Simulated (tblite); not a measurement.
# C5H12OSSi2: the cost of one run

Programs: tblite 0.8.0 and PySCF 2.14.0, with density-fitted response routines of our own. Each step states its level of theory. These are calculated values for one molecule in the gas phase, unless marked as measured. Atoms are numbered from 0 throughout.

### 1 The molecule as given

21 atoms, charge 0, multiplicity 1; geometry from: force field or distance geometry start.

Bonds of the start (Å): C0–C1 1.36, C1–C2 1.51, C2–C3 1.55, C3–Si4 1.87, C2–C5 1.55, C5–S6 1.83, S6–Si7 2.14, Si7–O8 1.65, Si7–C1 1.88, C0–H9 1.08, C0–H10 1.09, C2–H11 1.11, C3–H12 1.12, C3–H13 1.09, Si4–H14 1.48, Si4–H15 1.48, Si4–H16 1.48, C5–H17 1.09, C5–H18 1.09, Si7–H19 1.48, O8–H20 0.97.

### 2 Optimising the geometry with GFN2-xTB

Job settings and geometry (Å):

```
{"job": {"kind": "relax", "xc": "GFN2-xTB", "basis": "xTB"}, "charge": 0, "multiplicity": 1}
C      1.384400    -2.000500     0.434300
C      1.070900    -0.714100     0.144000
C     -0.262700    -0.281400    -0.419900
C     -1.248100     0.137600     0.701300
Si    -3.066900     0.207200     0.263600
C     -0.040300     0.830300    -1.483400
S      1.132300     2.090900    -0.849600
Si     2.272900     0.713100     0.328800
O      3.693100     0.454600    -0.475800
H      2.346800    -2.295100     0.819600
H      0.646200    -2.794600     0.290600
H     -0.714200    -1.137300    -0.955100
H     -1.175600    -0.596400     1.538100
H     -0.958200     1.097300     1.135300
H     -3.511300    -1.103800    -0.254000
H     -3.284300     1.221900    -0.795400
H     -3.875200     0.570300     1.450200
H     -0.963900     1.317500    -1.785800
H      0.408700     0.394800    -2.376400
H      2.461500     1.167100     1.723000
H      3.675200     0.737300    -1.402700
```

Command:

```console
OMP_NUM_THREADS=1 python probes_run.py task.json out
```

This one command runs all jobs of the session in turn.

Q: Estimate the wall time and peak memory of this first job on 1 thread of Arm Neoverse N1, shared host.

About 1.8 s, with a peak of 0.18 GiB.
